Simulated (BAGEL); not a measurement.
# One shape, several levels: triplet CH5FSSi

We compute a comparison of 3 runs (UHF/3-21G, ROHF/6-31G*, ROHF/def2-SVP) of triplet CH5FSSi. 

The results are computed with BAGEL 1.2.2.

### Step 1. The structure to begin with

CH5FSSi: 9 atoms, total charge 0, spin state triplet. As SMILES of the parent species, `F[SiH2]CS`. The shape is that of a PBE0-D4/def2-TZVP optimisation. This is one conformer, not always the lowest. That shape belongs to the parent species and isn't relaxed for this state.

Bond lengths: F1–Si2 1.604 Å, Si2–C3 1.863 Å, C3–S4 1.814 Å, Si2–H5 1.485 Å, Si2–H6 1.480 Å, C3–H7 1.094 Å, C3–H8 1.092 Å, S4–H9 1.343 Å. Some angles: F1–Si2–C3 108.0°, Si2–C3–S4 111.0°, F1–Si2–H5 107.1°, F1–Si2–H6 108.2°, C3–Si2–H5 111.5°, C3–Si2–H6 110.7°, Si2–C3–H7 108.7°, Si2–C3–H8 112.7°, S4–C3–H7 105.7°, S4–C3–H8 111.1°.

### Step 2. A single-point energy at UHF/3-21G (density fitting with qzvpp-jkfit) (run 1)

hf.json

```json
{ "bagel": [

{
  "title": "molecule",
  "basis": "3-21g",
  "df_basis": "qzvpp-jkfit",
  "angstrom": true,
  "geometry": [
    { "atom": "F", "xyz": [      -1.203900,       1.022400,      -1.148300 ] },
    { "atom": "Si", "xyz": [       0.301800,       0.797000,      -0.644100 ] },
    { "atom": "C", "xyz": [       0.354600,      -0.800100,       0.313200 ] },
    { "atom": "S", "xyz": [      -0.845400,      -0.782700,       1.674000 ] },
    { "atom": "H", "xyz": [       1.162300,       0.735300,      -1.853000 ] },
    { "atom": "H", "xyz": [       0.674300,       1.938000,       0.222400 ] },
    { "atom": "H", "xyz": [       1.336700,      -0.892800,       0.786300 ] },
    { "atom": "H", "xyz": [       0.215400,      -1.677900,      -0.321900 ] },
    { "atom": "H", "xyz": [      -1.907300,      -0.385700,       0.954300 ] }
  ]
},

{
  "title": "uhf",
  "nopen": 2
},

{
  "title": "print",
  "file": "orbitals.molden",
  "orbitals": true
}

]}
```

Run with:

```console
BAGEL_NUM_THREADS=1 BAGEL hf.json > hf.out
```

The program printed:

```text
* using 1 threads per process

  ===============================================================
  ===============================================================

  *** Geometry ***

  { "atom" : "F", "xyz" : [     -2.275041,      1.932056,     -2.169973 ] },
  { "atom" : "Si", "xyz" : [      0.570319,      1.506112,     -1.217173 ] },
  { "atom" : "C", "xyz" : [      0.670097,     -1.511970,      0.591862 ] },
[... 5 lines of this table left out ...]
  { "atom" : "H", "xyz" : [     -3.604275,     -0.728867,      1.803366 ] },

  Number of auxiliary basis functions:      498

  Since a DF basis is specified, we compute 2- and 3-index integrals:
    o Being stored without compression. Storage requirement is 0.012 GB

  Number of basis functions:       54
  Number of electrons      :       50

    * METHOD: MOLECULE                             0.20

  *** Open-shell HF ***

  === Nuclear Repulsion ===
   221.2799463155

      * DIIS with orbital gradients will be used.

  === UHF iteration (3-21g) ===
      0       -822.11747803          0.03848982           0.11
      1       -822.21492363          0.02089739           0.10
      2       -822.23905331          0.01187023           0.10
[... 21 lines of this table left out ...]
     24       -822.25243759          0.00000001           0.10
    * SCF iteration converged.

    * S^2 (UHF) is 2.0141

    * Permanent dipole moment:
           (   -0.231959,     0.301506,    -0.127309) a.u.

    * METHOD: UHF                                  2.73

    * METHOD: PRINT                                0.00

  ===============================================================
```

Run time: 3.3 s. Hardware: 1 thread of Arm Neoverse V2, shared host; peak memory 0.089 GiB.

### Step 3. The energy at ROHF/6-31G(d) (density fitting with qzvpp-jkfit, spherical functions) (run 2)

input.json

```json
{ "bagel": [

{
  "title": "molecule",
  "basis": "6-31gs.json",
  "df_basis": "qzvpp-jkfit",
  "angstrom": true,
  "geometry": [
    { "atom": "F", "xyz": [      -1.203900,       1.022400,      -1.148300 ] },
    { "atom": "Si", "xyz": [       0.301800,       0.797000,      -0.644100 ] },
    { "atom": "C", "xyz": [       0.354600,      -0.800100,       0.313200 ] },
    { "atom": "S", "xyz": [      -0.845400,      -0.782700,       1.674000 ] },
    { "atom": "H", "xyz": [       1.162300,       0.735300,      -1.853000 ] },
    { "atom": "H", "xyz": [       0.674300,       1.938000,       0.222400 ] },
    { "atom": "H", "xyz": [       1.336700,      -0.892800,       0.786300 ] },
    { "atom": "H", "xyz": [       0.215400,      -1.677900,      -0.321900 ] },
    { "atom": "H", "xyz": [      -1.907300,      -0.385700,       0.954300 ] }
  ]
},

{
  "title": "rohf",
  "nopen": 2
},

{
  "title": "print",
  "file": "orbitals.molden",
  "orbitals": true
}

]}
```

The basis set 6-31G* is read from a file made from the Basis Set Exchange's data (not shown).

Run with:

```console
BAGEL_NUM_THREADS=1 BAGEL input.json > input.out
```

The program printed:

```text
* using 1 threads per process

  ===============================================================
  ===============================================================

  *** Geometry ***

  { "atom" : "F", "xyz" : [     -2.275041,      1.932056,     -2.169973 ] },
  { "atom" : "Si", "xyz" : [      0.570319,      1.506112,     -1.217173 ] },
  { "atom" : "C", "xyz" : [      0.670097,     -1.511970,      0.591862 ] },
[... 5 lines of this table left out ...]
  { "atom" : "H", "xyz" : [     -3.604275,     -0.728867,      1.803366 ] },

  Number of auxiliary basis functions:      498

  Since a DF basis is specified, we compute 2- and 3-index integrals:
    o Being stored without compression. Storage requirement is 0.022 GB

  Number of basis functions:       74
  Number of electrons      :       50

    * METHOD: MOLECULE                             0.25

  *** Open-shell HF ***

  === Nuclear Repulsion ===
   221.2799463155

      * DIIS with orbital gradients will be used.

  === ROHF iteration (6-31gs.json) ===
      0       -826.31467212          0.03467281           0.16
      1       -826.43539237          0.02022726           0.15
      2       -826.47201532          0.01206785           0.15
[... 26 lines of this table left out ...]
     29       -826.49777920          0.00000001           0.15
    * SCF iteration converged.

    * S^2 (ROHF) is 2.0000

    * Permanent dipole moment:
           (   -0.515350,     0.243012,     0.158052) a.u.

    * METHOD: ROHF                                 4.80

    * METHOD: PRINT                                0.01

  ===============================================================
```

It took 5.4 s on 1 thread of Arm Neoverse V2, shared host; peak memory 0.11 GiB.

### Step 4. The energy at ROHF/def2-SVP (density fitting with qzvpp-jkfit) (run 3)

job.json

```json
{ "bagel" : [

{
  "title" : "molecule",
  "basis" : "svp",
  "df_basis" : "qzvpp-jkfit",
  "angstrom" : "true",
  "geometry" : [
    { "atom" : "F", "xyz" : [   -1.203900,    1.022400,   -1.148300 ] },
    { "atom" : "Si", "xyz" : [    0.301800,    0.797000,   -0.644100 ] },
    { "atom" : "C", "xyz" : [    0.354600,   -0.800100,    0.313200 ] },
    { "atom" : "S", "xyz" : [   -0.845400,   -0.782700,    1.674000 ] },
    { "atom" : "H", "xyz" : [    1.162300,    0.735300,   -1.853000 ] },
    { "atom" : "H", "xyz" : [    0.674300,    1.938000,    0.222400 ] },
    { "atom" : "H", "xyz" : [    1.336700,   -0.892800,    0.786300 ] },
    { "atom" : "H", "xyz" : [    0.215400,   -1.677900,   -0.321900 ] },
    { "atom" : "H", "xyz" : [   -1.907300,   -0.385700,    0.954300 ] }
  ]
},
{ "title" : "rohf", "nopen" : 2 },
{ "title" : "print", "file" : "orbitals.molden", "orbitals" : "true" }

]}
```

Run with:

```console
BAGEL_NUM_THREADS=1 BAGEL job.json > job.out
```

The program printed:

```text
* using 1 threads per process

  ===============================================================
  ===============================================================

  *** Geometry ***

  { "atom" : "F", "xyz" : [     -2.275041,      1.932056,     -2.169973 ] },
  { "atom" : "Si", "xyz" : [      0.570319,      1.506112,     -1.217173 ] },
  { "atom" : "C", "xyz" : [      0.670097,     -1.511970,      0.591862 ] },
[... 5 lines of this table left out ...]
  { "atom" : "H", "xyz" : [     -3.604275,     -0.728867,      1.803366 ] },

  Number of auxiliary basis functions:      498

  Since a DF basis is specified, we compute 2- and 3-index integrals:
    o Being stored without compression. Storage requirement is 0.032 GB

  Number of basis functions:       89
  Number of electrons      :       50

    * METHOD: MOLECULE                             0.25

  *** Open-shell HF ***

  === Nuclear Repulsion ===
   221.2799463155

      * DIIS with orbital gradients will be used.

  === ROHF iteration (svp) ===
      0       -826.01104422          0.02973305           0.19
      1       -826.13597984          0.01748861           0.20
      2       -826.17358409          0.01038201           0.20
[... 32 lines of this table left out ...]
     35       -826.20006459          0.00000001           0.20
    * SCF iteration converged.

    * S^2 (ROHF) is 2.0000

    * Permanent dipole moment:
           (   -0.352376,     0.318832,    -0.223882) a.u.

    * METHOD: ROHF                                 7.20

    * METHOD: PRINT                                0.01

  ===============================================================
```

Run time: 7.8 s. Hardware: 1 thread of Arm Neoverse V2, shared host; peak memory 0.13 GiB.

### Step 5. The series

```tsv
run	level	energy (Eh)	dipole moment (D)	⟨S²⟩	wall time
1	UHF/3-21G (density fitting with qzvpp-jkfit)	-822.252438	1.02	2.014	3.3 s
2	ROHF/6-31G* (density fitting with qzvpp-jkfit, spherical functions)	-826.497779	1.50	2.000	5.4 s
3	ROHF/def2-SVP (density fitting with qzvpp-jkfit)	-826.200065	1.34	2.000	7.8 s
```

### Step 6. Results

```
            quantity          value
 run 3: total energy  -826.20006 Eh
run 3: dipole moment         1.34 D
         run 3: ⟨S²⟩          2.000
```

In words: The dipole moment (its size) runs from 1.02 D (UHF/3-21G) to 1.50 D (ROHF/6-31G*). The two ends differ in method and basis. All runs together took 17 s, the longest 7.8 s.
